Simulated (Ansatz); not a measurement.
# Ag+ with F2: superposition error and deformation, part 2 of 2

Ansatz 0.2.0, Gaussian basis. Earlier steps stand in the parts before.

### Step 8. PBE-D4/def2-TZVPPD

free-b/in.yaml reads:

```yaml
crystal:
  periodic: [false, false, false]
  atoms:
    - {symbol: F, position_ang: [0.106530, -0.567287, 1.331001]}
    - {symbol: F, position_ang: [-0.104806, 0.557876, 0.568289]}
basis:
  gaussian: {orbitals: "def2-TZVPPD.json"}
hamiltonian: {xc: pbe, dispersion: d4}
```

Started as:

```console
> ansatz run in.yaml --threads 2 --pin off --events-out ev --progress --plain --max-ram 5222MiB
```

What it wrote:

```text
Functional definition: PBE
  name "PBE"
  cite "Perdew, Burke & Ernzerhof, Phys. Rev. Lett. 77, 3865 (1996) doi:10.1103/PhysRevLett.77.3865"
  parent pbe
  parameter kappa = 0.804
  parameter beta = 0.06672455060314922
  exchange = pbe_x(kappa = kappa, mu = beta*pi^2/3)
  correlation = pbe_c(beta = beta)
394 factors; their error is unknown
mean field evaluation 1: about -5426.2868 eV, gradient 1.7e1 eV
mean field evaluation 2: about -5426.4156 eV, gradient 1.3e1 eV
mean field evaluation 4: about -5426.6019 eV, gradient 7.4e-1 eV
mean field evaluation 8: about -5426.5968 eV, gradient 2.2e-3 eV
mean field -5426.59682525 eV, -199.4237550485 hartree, gradient 3.0e-5 eV, S^2 0.000000; 0 other end points of the search recorded, 0 dependent functions left out
reference -5426.59686978 eV, -199.4237566851 hartree; 9, 9 occupied and 71, 71 virtual orbitals, 394 factors
Total energy: -5426.60205580 eV, -199.4239472678 hartree
```

Wall time 0.25 s (2 threads of Arm Neoverse V2, shared host).

### Step 9. r2SCAN-D4/def2-TZVPPD

Changes to free-b/in.yaml since step 8:

```diff
@@ -7,2 +7,2 @@
   gaussian: {orbitals: "def2-TZVPPD.json"}
-hamiltonian: {xc: pbe, dispersion: d4}
+hamiltonian: {xc: r2scan, dispersion: d4}
```

Started as:

```console
> ansatz run in.yaml --threads 2 --pin off --events-out ev --progress --plain --max-ram 5222MiB
```

What it wrote:

```text
Functional definition: r2SCAN
  name "r2SCAN"
  cite "Furness, Kaplan, Ning, Perdew & Sun, J. Phys. Chem. Lett. 11, 8208 (2020) doi:10.1021/acs.jpclett.0c02405"
  cite "Furness, Kaplan, Ning, Perdew & Sun, J. Phys. Chem. Lett. 11, 9248 (2020) doi:10.1021/acs.jpclett.0c03077"
  parent r2scan
  parameter k0 = 0.174
  parameter k1 = 0.065
  parameter a1 = 4.9479
  exchange = r2scan_x(k0 = k0, k1 = k1, a1 = a1)
  correlation = r2scan_c
394 factors; their error is unknown
mean field evaluation 1: about -5428.9220 eV, gradient 1.5e1 eV
mean field evaluation 2: about -5429.0638 eV, gradient 9.7e0 eV
mean field evaluation 4: about -5429.1710 eV, gradient 5.1e-1 eV
mean field evaluation 8: about -5429.1642 eV, gradient 1.8e-3 eV
mean field -5429.16418859 eV, -199.5181039109 hartree, gradient 6.4e-6 eV, S^2 0.000000; 0 other end points of the search recorded, 0 dependent functions left out
reference -5429.16420235 eV, -199.5181044166 hartree; 9, 9 occupied and 71, 71 virtual orbitals, 394 factors
Total energy: -5429.16542161 eV, -199.5181492237 hartree
```

Wall time 0.65 s (2 threads of Arm Neoverse V2, shared host).

### Step 10. PBE0-D4/def2-TZVPPD

Changes to free-b/in.yaml since step 9:

```diff
@@ -7,2 +7,3 @@
   gaussian: {orbitals: "def2-TZVPPD.json"}
-hamiltonian: {xc: r2scan, dispersion: d4}
+hamiltonian: {xc: pbe0, dispersion: d4}
+output: {orbitals: {seedname: orbitals}}
```

Started as:

```console
> ansatz run in.yaml --threads 2 --pin off --events-out ev --progress --plain --max-ram 5222MiB
```

What it wrote:

```text
[... 10 set-up lines as earlier in the session ...]
394 factors; their error is unknown
mean field evaluation 1: about -5425.9373 eV, gradient 1.6e1 eV
mean field evaluation 2: about -5426.1408 eV, gradient 7.4e0 eV
mean field evaluation 4: about -5426.1989 eV, gradient 1.9e-1 eV
mean field evaluation 8: about -5426.2125 eV, gradient 2.0e-3 eV
mean field -5426.21254313 eV, -199.4096329409 hartree, gradient 4.9e-5 eV, S^2 0.000000; 0 other end points of the search recorded, 0 dependent functions left out
reference -5426.21257251 eV, -199.4096340209 hartree; 9, 9 occupied and 71, 71 virtual orbitals, 394 factors
Total energy: -5426.21673794 eV, -199.4097870975 hartree
```

Run time: 0.3 s. Hardware: 2 threads of Arm Neoverse V2, shared host.

### Step 11. B3LYP-D4/def2-TZVPPD

Changes to free-b/in.yaml since step 10:

```diff
@@ -7,3 +7,2 @@
   gaussian: {orbitals: "def2-TZVPPD.json"}
-hamiltonian: {xc: pbe0, dispersion: d4}
-output: {orbitals: {seedname: orbitals}}
+hamiltonian: {xc: {name: B3LYP}, dispersion: d4}
```

Started as:

```console
> ansatz run in.yaml --threads 2 --pin off --events-out ev --progress --plain --max-ram 5222MiB
```

What it wrote:

```text
Functional definition: B3LYP
  name "B3LYP"
  cite "Stephens, Devlin, Chabalowski & Frisch, J. Phys. Chem. 98, 11623 (1994) doi:10.1021/j100096a001"
[... 2 set-up lines as earlier in the session ...]
  cite "Vosko, Wilk & Nusair, Can. J. Phys. 58, 1200 (1980) doi:10.1139/p80-159"
  parameter a0 = 0.2
  parameter ax = 0.72
  parameter ac = 0.81
  exchange = (1 - a0 - ax)*slater_x + ax*b88_x + a0*exact_x
  correlation = (1 - ac)*vwn_rpa_c + ac*lyp_c
394 factors; their error is unknown
mean field evaluation 1: about -5431.1098 eV, gradient 1.7e1 eV
mean field evaluation 2: about -5431.3113 eV, gradient 8.8e0 eV
mean field evaluation 4: about -5431.3945 eV, gradient 5.1e-1 eV
mean field evaluation 8: about -5431.4045 eV, gradient 2.4e-3 eV
mean field -5431.40453223 eV, -199.6004350211 hartree, gradient 1.4e-5 eV, S^2 0.000000; 0 other end points of the search recorded, 0 dependent functions left out
reference -5431.40471479 eV, -199.6004417304 hartree; 9, 9 occupied and 71, 71 virtual orbitals, 394 factors
Total energy: -5431.41299477 eV, -199.6007460140 hartree
```

It took 0.35 s on 2 threads of Arm Neoverse V2, shared host.

### Step 12. wB97X-V/def2-TZVPPD

Changes to free-b/in.yaml since step 11:

```diff
@@ -7,2 +7,2 @@
   gaussian: {orbitals: "def2-TZVPPD.json"}
-hamiltonian: {xc: {name: B3LYP}, dispersion: d4}
+hamiltonian: {xc: {name: wB97X-V}}
```

Started as:

```console
> ansatz run in.yaml --threads 2 --pin off --events-out ev --progress --plain --max-ram 5222MiB
```

What it wrote:

```text
[... 17 set-up lines as earlier in the session ...]
      + integral(e_c_pw_opposite_spin*poly(b97_u_opposite, cos0, cos1)) + vv10(b, c)
394 factors; their error is unknown
104 factors; integrals over basis functions are off by at most 4.2e-5 eV
mean field evaluation 1: about -5429.0025 eV, gradient 1.9e1 eV
mean field evaluation 2: about -5429.4233 eV, gradient 8.0e0 eV
mean field evaluation 4: about -5429.4826 eV, gradient 3.8e-1 eV
mean field evaluation 8: about -5429.4915 eV, gradient 1.3e-3 eV
mean field -5429.49153397 eV, -199.5301336318 hartree, gradient 7.7e-6 eV, S^2 0.000000; 0 other end points of the search recorded, 0 dependent functions left out
reference -5429.49153194 eV, -199.5301335573 hartree; 9, 9 occupied and 71, 71 virtual orbitals, 394 factors
Total energy: -5429.49153194 eV, -199.5301335573 hartree
```

Wall time 0.8 s (2 threads of Arm Neoverse V2, shared host).

### Step 13. wB97M-V/def2-TZVPPD

Changes to free-b/in.yaml since step 12:

```diff
@@ -7,2 +7,2 @@
   gaussian: {orbitals: "def2-TZVPPD.json"}
-hamiltonian: {xc: {name: wB97X-V}}
+hamiltonian: {xc: {name: wB97M-V}}
```

Started as:

```console
> ansatz run in.yaml --threads 2 --pin off --events-out ev --progress --plain --max-ram 5222MiB
```

What it wrote:

```text
[... 5 set-up lines as earlier in the session ...]
  # Of w^i u^j: cxij and so on, Table III.
[... 17 set-up lines as earlier in the session ...]
  gx(w, u) = 1 - cx + cx01*u + cx10*w
  gss(w, u) = css00 + css04*u^4 + css10*w + css20*w^2 + css43*w^4*u^3
  gos(w, u) = cos00 + cos10*w + (cos20 + cos21*u)*w^2 + (cos60 + cos61*u)*w^6
[... 2 set-up lines as earlier in the session ...]
      + integral(e_c_pw_mod_opposite_spin*gos(b97_w_opposite, b97_u_opposite)) + vv10(b, c)
394 factors; their error is unknown
104 factors; integrals over basis functions are off by at most 4.2e-5 eV
mean field evaluation 1: about -5429.6251 eV, gradient 1.9e1 eV
mean field evaluation 2: about -5430.0313 eV, gradient 7.8e0 eV
mean field evaluation 4: about -5430.0890 eV, gradient 4.1e-1 eV
mean field evaluation 8: about -5430.0965 eV, gradient 1.6e-3 eV
mean field -5430.09651234 eV, -199.5523661770 hartree, gradient 1.4e-5 eV, S^2 0.000000; 0 other end points of the search recorded, 0 dependent functions left out
reference -5430.09656458 eV, -199.5523680967 hartree; 9, 9 occupied and 71, 71 virtual orbitals, 394 factors
Total energy: -5430.09656458 eV, -199.5523680967 hartree
```

Run time: 0.9 s. Hardware: 2 threads of Arm Neoverse V2, shared host.

### Step 14. B2PLYP/def2-TZVPPD

Changes to free-b/in.yaml since step 13:

```diff
@@ -7,2 +7,2 @@
   gaussian: {orbitals: "def2-TZVPPD.json"}
-hamiltonian: {xc: {name: wB97M-V}}
+hamiltonian: {xc: {name: B2PLYP}}
```

Started as:

```console
> ansatz run in.yaml --threads 2 --pin off --events-out ev --progress --plain --max-ram 5222MiB
```

What it wrote:

```text
[... 9 set-up lines as earlier in the session ...]
523 factors; integrals over basis functions are off by at most 5.8e-4 eV
mean field evaluation 1: about -5423.6781 eV, gradient 1.7e1 eV
mean field evaluation 2: about -5423.6800 eV, gradient 1.7e1 eV
mean field evaluation 4: about -5423.9986 eV, gradient 7.9e-1 eV
mean field evaluation 8: about -5423.9994 eV, gradient 2.4e-3 eV
mean field -5423.99940996 eV, -199.3283017970 hartree, gradient 1.9e-6 eV, S^2 0.000000; 0 other end points of the search recorded, 0 dependent functions left out
2 core orbitals not correlated: weight in the atoms' cores, before any rotation towards them, 1.000 or more for the frozen orbitals, at most 0.000 for the correlated occupied ones
reference -5423.99951037 eV, -199.3283054873 hartree; 7, 7 occupied and 71, 71 virtual orbitals, 523 factors
second order -16.86713516 eV of doubles, -0.00000000 eV of singles
Total energy: -5428.55363687 eV, -199.4956665490 hartree
```

It took 0.5 s on 2 threads of Arm Neoverse V2, shared host.

### Step 15. BLYP-D4/def2-TZVPPD

Changes to free-b/in.yaml since step 14:

```diff
@@ -7,2 +7,2 @@
   gaussian: {orbitals: "def2-TZVPPD.json"}
-hamiltonian: {xc: {name: B2PLYP}}
+hamiltonian: {xc: {name: BLYP}, dispersion: d4}
```

Started as:

```console
> ansatz run in.yaml --threads 2 --pin off --events-out ev --progress --plain --max-ram 5222MiB
```

What it wrote:

```text
Functional definition: BLYP
  name "BLYP"
[... 2 set-up lines as earlier in the session ...]
  parameter beta = 0.0042
  parameter a = 0.04918
  parameter b = 0.132
  parameter c = 0.2533
  parameter d = 0.349
  exchange = b88_x(beta = beta)
  correlation = lyp_c(a = a, b = b, c = c, d = d)
394 factors; their error is unknown
mean field evaluation 1: about -5431.0470 eV, gradient 1.8e1 eV
mean field evaluation 2: about -5431.1526 eV, gradient 1.5e1 eV
mean field evaluation 4: about -5431.4008 eV, gradient 7.0e-1 eV
mean field evaluation 8: about -5431.3956 eV, gradient 3.0e-3 eV
mean field -5431.39560618 eV, -199.6001069951 hartree, gradient 1.5e-5 eV, S^2 0.000000; 0 other end points of the search recorded, 0 dependent functions left out
reference -5431.39586572 eV, -199.6001165329 hartree; 9, 9 occupied and 71, 71 virtual orbitals, 394 factors
Total energy: -5431.40835175 eV, -199.6005753859 hartree
```

Run time: 0.35 s. Hardware: 2 threads of Arm Neoverse V2, shared host.

### Step 16. revPBE-D4/def2-TZVPPD

Changes to free-b/in.yaml since step 15:

```diff
@@ -7,2 +7,2 @@
   gaussian: {orbitals: "def2-TZVPPD.json"}
-hamiltonian: {xc: {name: BLYP}, dispersion: d4}
+hamiltonian: {xc: {name: revPBE}, dispersion: d4}
```

Started as:

```console
> ansatz run in.yaml --threads 2 --pin off --events-out ev --progress --plain --max-ram 5222MiB
```

What it wrote:

```text
Functional definition: revPBE
  name "revPBE"
  cite "Zhang & Yang, Phys. Rev. Lett. 80, 890 (1998) doi:10.1103/PhysRevLett.80.890"
[... 1 set-up line as earlier in the session ...]
  parameter kappa = 1.245
[... 3 set-up lines as earlier in the session ...]
394 factors; their error is unknown
mean field evaluation 1: about -5429.5746 eV, gradient 1.7e1 eV
mean field evaluation 2: about -5429.7056 eV, gradient 1.2e1 eV
mean field evaluation 4: about -5429.8846 eV, gradient 7.2e-1 eV
mean field evaluation 8: about -5429.8791 eV, gradient 2.3e-3 eV
mean field -5429.87906904 eV, -199.5443752830 hartree, gradient 2.1e-6 eV, S^2 0.000000; 0 other end points of the search recorded, 0 dependent functions left out
reference -5429.87912605 eV, -199.5443773779 hartree; 9, 9 occupied and 71, 71 virtual orbitals, 394 factors
Total energy: -5429.90303550 eV, -199.5452560343 hartree
```

Wall time 0.3 s (2 threads of Arm Neoverse V2, shared host).

### Step 17. B97M-V/def2-TZVPPD

Changes to free-b/in.yaml since step 16:

```diff
@@ -7,2 +7,2 @@
   gaussian: {orbitals: "def2-TZVPPD.json"}
-hamiltonian: {xc: {name: revPBE}, dispersion: d4}
+hamiltonian: {xc: {name: B97M-V}}
```

Started as:

```console
> ansatz run in.yaml --threads 2 --pin off --events-out ev --progress --plain --max-ram 5222MiB
```

What it wrote:

```text
[... 5 set-up lines as earlier in the session ...]
  # Of w^i u^j: cxij and so on, Table III.
[... 17 set-up lines as earlier in the session ...]
  gx(w, u) = cx00 + cx01*u + cx02*u^2 + (cx10 + cx11*u)*w
  gss(w, u) = css00 + css02*u^2 + css10*w + (css32*w^3 + css42*w^4)*u^2
  gos(w, u) = cos00 + cos01*u + cos03*u^3 + cos10*w + cos32*w^3*u^2
[... 2 set-up lines as earlier in the session ...]
      + integral(e_c_pw_mod_opposite_spin*gos(b97_w_opposite, b97_u_opposite)) + vv10(b, c)
394 factors; their error is unknown
mean field evaluation 1: about -5429.1952 eV, gradient 1.4e1 eV
mean field evaluation 2: about -5429.3256 eV, gradient 8.3e0 eV
mean field evaluation 4: about -5429.4058 eV, gradient 4.9e-1 eV
mean field evaluation 8: about -5429.4051 eV, gradient 1.4e-3 eV
mean field -5429.40507634 eV, -199.5269563727 hartree, gradient 1.8e-5 eV, S^2 0.000000; 0 other end points of the search recorded, 0 dependent functions left out
reference -5429.40513747 eV, -199.5269586190 hartree; 9, 9 occupied and 71, 71 virtual orbitals, 394 factors
Total energy: -5429.40513747 eV, -199.5269586190 hartree
```

Wall time 0.8 s (2 threads of Arm Neoverse V2, shared host).

### Step 18. HSE06-D4/def2-TZVPPD

Changes to free-b/in.yaml since step 17:

```diff
@@ -7,2 +7,2 @@
   gaussian: {orbitals: "def2-TZVPPD.json"}
-hamiltonian: {xc: {name: B97M-V}}
+hamiltonian: {xc: hse06, dispersion: d4}
```

Started as:

```console
> ansatz run in.yaml --threads 2 --pin off --events-out ev --progress --plain --max-ram 5222MiB
```

What it wrote:

```text
Functional definition: HSE06
  name "HSE06"
  cite "Heyd, Scuseria & Ernzerhof, J. Chem. Phys. 118, 8207 (2003) doi:10.1063/1.1564060"
  cite "Krukau, Vydrov, Izmaylov & Scuseria, J. Chem. Phys. 125, 224106 (2006) doi:10.1063/1.2404663"
  cite "Heyd & Scuseria, J. Chem. Phys. 120, 7274 (2004) doi:10.1063/1.1668634"
  cite "Ernzerhof & Perdew, J. Chem. Phys. 109, 3313 (1998) doi:10.1063/1.476928"
[... 3 set-up lines as earlier in the session ...]
  parameter omega = 0.11/bohr
  # The whole range is PBE's own exchange, as in plane waves. The composition of these papers is wPBEh.
  exchange = pbe_x - a*pbe_x_sr(omega) + a*exact_x_sr(omega)
  correlation = pbe_c
394 factors; their error is unknown
24 factors; integrals over basis functions are off by at most 1.0e-4 eV
mean field evaluation 1: about -5425.7553 eV, gradient 1.5e1 eV
mean field evaluation 2: about -5425.9337 eV, gradient 7.3e0 eV
mean field evaluation 4: about -5425.9918 eV, gradient 2.9e-1 eV
mean field evaluation 8: about -5426.0058 eV, gradient 1.9e-3 eV
mean field -5426.00583360 eV, -199.4020365061 hartree, gradient 3.2e-5 eV, S^2 0.000000; 0 other end points of the search recorded, 0 dependent functions left out
reference -5426.00587248 eV, -199.4020379347 hartree; 9, 9 occupied and 71, 71 virtual orbitals, 394 factors
Total energy: -5426.00963170 eV, -199.4021760836 hartree
```

Wall time 0.35 s (2 threads of Arm Neoverse V2, shared host).

### Step 19. CCSD(T)/def2-TZVPPD

Changes to free-b/in.yaml since step 18:

```diff
@@ -7,2 +7,2 @@
   gaussian: {orbitals: "def2-TZVPPD.json"}
-hamiltonian: {xc: hse06, dispersion: d4}
+correlation: {method: ccsd_t}
```

Started as:

```console
> ansatz run in.yaml --threads 2 --pin off --events-out ev --progress --plain --max-ram 5222MiB
```

What it wrote:

```text
[... 6 set-up lines as earlier in the session ...]
523 factors; integrals over basis functions are off by at most 5.8e-4 eV
mean field evaluation 1: about -5408.1886 eV, gradient 2.1e1 eV
mean field evaluation 2: about -5408.1913 eV, gradient 2.1e1 eV
mean field evaluation 4: about -5408.7735 eV, gradient 1.1e0 eV
mean field evaluation 8: about -5408.7763 eV, gradient 9.2e-6 eV
mean field evaluation 16: about -5408.7761 eV, gradient 3.2e-1 eV
mean field -5408.77631349 eV, -198.7688633206 hartree, gradient 8.0e-7 eV, S^2 0.000000; 0 other end points of the search recorded, 0 dependent functions left out; unrestricted orbitals would lower it
2 core orbitals not correlated: weight in the atoms' cores, before any rotation towards them, 1.000 or more for the frozen orbitals, at most 0.000 for the correlated occupied ones
reference -5408.77631349 eV, -198.7688633206 hartree; 7, 7 occupied and 71, 71 virtual orbitals, 523 factors
second order -14.08939536 eV of doubles, -0.00000000 eV of singles
cycle   1  -13.78855182 eV  change    3.0e-1 eV  update   7.3e-2
cycle   2  -14.15390527 eV  change   -3.7e-1 eV  update   2.4e-2
cycle   3  -14.23089182 eV  change   -7.7e-2 eV  update   1.0e-2
cycle   4  -14.22351736 eV  change    7.4e-3 eV  update   2.0e-3
cycle   5  -14.22564317 eV  change   -2.1e-3 eV  update   9.2e-4
cycle   6  -14.22603086 eV  change   -3.9e-4 eV  update   3.5e-4
cycle   7  -14.22596524 eV  change    6.6e-5 eV  update   1.5e-4
cycle   8  -14.22591215 eV  change    5.3e-5 eV  update   4.9e-5
cycle   9  -14.22589544 eV  change    1.7e-5 eV  update   1.5e-5
perturbative correction -0.47491855 eV, -0.0174529347 hartree
Total energy: -5423.47712748 eV, -199.3091082702 hartree
```

It took 0.8 s on 2 threads of Arm Neoverse V2, shared host.

### Step 20. The split

| method | interaction with counterpoise (kJ/mol) | without | superposition error | deformation | binding energy |
| --- | --- | --- | --- | --- | --- |
| PBE-D4 | -27.22 | -27.51 | 0.28 | -0.47 | -27.69 |
| revPBE-D4 | -22.68 | -22.96 | 0.28 | -0.55 | -23.23 |
| BLYP-D4 | -27.34 | -27.68 | 0.35 | -0.70 | -28.04 |
| r2SCAN-D4 | -29.17 | -29.44 | 0.27 | -0.29 | -29.46 |
| B97M-V | -26.14 | -26.33 | 0.19 | -0.21 | -26.35 |
| PBE0-D4 | -21.00 | -21.24 | 0.24 | 0.03 | -20.97 |
| B3LYP-D4 | -23.23 | -23.52 | 0.30 | -0.26 | -23.49 |
| HSE06-D4 | -20.97 | -21.20 | 0.23 | 0.03 | -20.94 |
| wB97X-V | -20.39 | -20.62 | 0.24 | -0.02 | -20.41 |
| wB97M-V | -20.44 | -20.70 | 0.26 | -0.06 | -20.50 |
| B2PLYP | -18.54 | -20.10 | 1.56 | -0.31 | -18.85 |
| Hartree-Fock | -5.95 | -6.17 | 0.22 | 0.81 | -5.14 |
| MP2 | -15.93 | -20.01 | 4.08 | -0.29 | -16.22 |
| CCSD | -14.12 | -17.89 | 3.77 | -0.23 | -14.35 |
| CCSD(T) | -15.70 | -20.09 | 4.39 | -0.46 | -16.17 |

### Step 21. Outcome

What follows sums up all 2 parts.

| quantity | value |
| --- | --- |
| interaction, CCSD(T) | -15.70 kJ/mol |
| superposition error | 4.39 kJ/mol |
| deformation | -0.46 kJ/mol |
| binding energy | -16.17 kJ/mol |

In this basis the superposition error is 4.39 kJ/mol for CCSD(T) and 0.27 kJ/mol on average for the plain functionals: correlated methods borrow far more, since they need many more functions to converge. The free shapes are PBE0-D4 minima, so other methods can show a small negative deformation energy. The restricted Hartree–Fock reference is unstable towards an unrestricted one at one or more of these structures.
